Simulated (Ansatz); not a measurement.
# CH₅FOSi: basis-set convergence

The task here is to estimate one member of a computed series from the others.

Computed with Ansatz 0.2.0, Gaussian basis. Level: one geometry, several basis sets.

The runs, in order: PBE0-D4/def2-SVP; ωB97M-V/def2-SVP; PBE0-D4/def2-QZVPP; ωB97M-V/def2-QZVPP; CCSD(T)/cc-pV(D+d)Z; CCSD(T)/cc-pV(T+d)Z; CCSD(T)/cc-pV(Q+d)Z; the functionals' def2-TZVPP values are taken from earlier runs.

### The geometry

An earlier PBE0-D4 in a triple-zeta def2 set relaxation fixed the geometry.

SMILES `CO[SiH2]F`, 9 atoms, charge 0, spin multiplicity 1.

Atoms are counted from 1 here; the program's logs count them from 0.

Bond lengths: C1–O2 1.412 Å, C1–H5 1.093 Å, C1–H6 1.091 Å, C1–H7 1.096 Å, O2–Si3 1.623 Å, Si3–F4 1.598 Å, Si3–H8 1.474 Å, Si3–H9 1.483 Å. Angles: O2–C1–H5 110.6°, O2–C1–H6 108.3°, O2–C1–H7 111.7°, H5–C1–H6 108.8°, H5–C1–H7 108.8°, H6–C1–H7 108.6°, C1–O2–Si3 125.2°, O2–Si3–F4 111.1°, O2–Si3–H8 106.8°, O2–Si3–H9 110.6°, F4–Si3–H8 108.2°, F4–Si3–H9 105.9°, H8–Si3–H9 114.2°.

The first run:

in.yaml reads:

```yaml
crystal:
  periodic: [false, false, false]
  atoms:
    - {symbol: C, position_ang: [-0.280151, 1.150704, -0.688409]}
    - {symbol: O, position_ang: [-0.743622, -0.064236, -0.137979]}
    - {symbol: Si, position_ang: [0.168871, -1.127669, 0.679938]}
    - {symbol: F, position_ang: [1.201979, -1.865174, -0.290096]}
    - {symbol: H, position_ang: [0.189553, 0.979012, -1.660793]}
    - {symbol: H, position_ang: [-1.135914, 1.813647, -0.822990]}
    - {symbol: H, position_ang: [0.443391, 1.643456, -0.028981]}
    - {symbol: H, position_ang: [-0.748151, -2.141729, 1.231943]}
    - {symbol: H, position_ang: [0.992444, -0.434213, 1.700268]}
basis:
  gaussian: {orbitals: def2-SVP}
hamiltonian: {xc: pbe0, dispersion: d4}
output: {orbitals: {seedname: orbitals}}
```

Run with:

```bash
$ ansatz run in.yaml --threads 2 --pin off --events-out ev --progress --plain --max-ram 32768MiB --backend cpu
```

Among the steps run: PBE0-D4 in def2-SVP; ωB97M-V in def2-SVP; PBE0-D4 in def2-QZVPP; ωB97M-V in def2-QZVPP.

One table of the session follows, with a row left open; its other results are not shown here.

It belongs to the step «Functionals by basis». 

```
functional       basis  HOMO (eV)  LUMO (eV)
   PBE0-D4    def2-SVP      -8.67       1.48
   PBE0-D4  def2-TZVPP      -8.79       0.81
   PBE0-D4  def2-QZVPP          ?          ?
   ωB97M-V    def2-SVP     -11.04       3.32
   ωB97M-V  def2-TZVPP     -11.19       2.43
   ωB97M-V  def2-QZVPP     -11.22       1.81
```

Q: Estimate the row for PBE0-D4, def2-QZVPP from the others.

As computed: HOMO (eV): -8.82; LUMO (eV): 0.50. In the column «HOMO (eV)» it lies between ωB97M-V, def2-SVP (-11.04) and PBE0-D4, def2-TZVPP (-8.79).
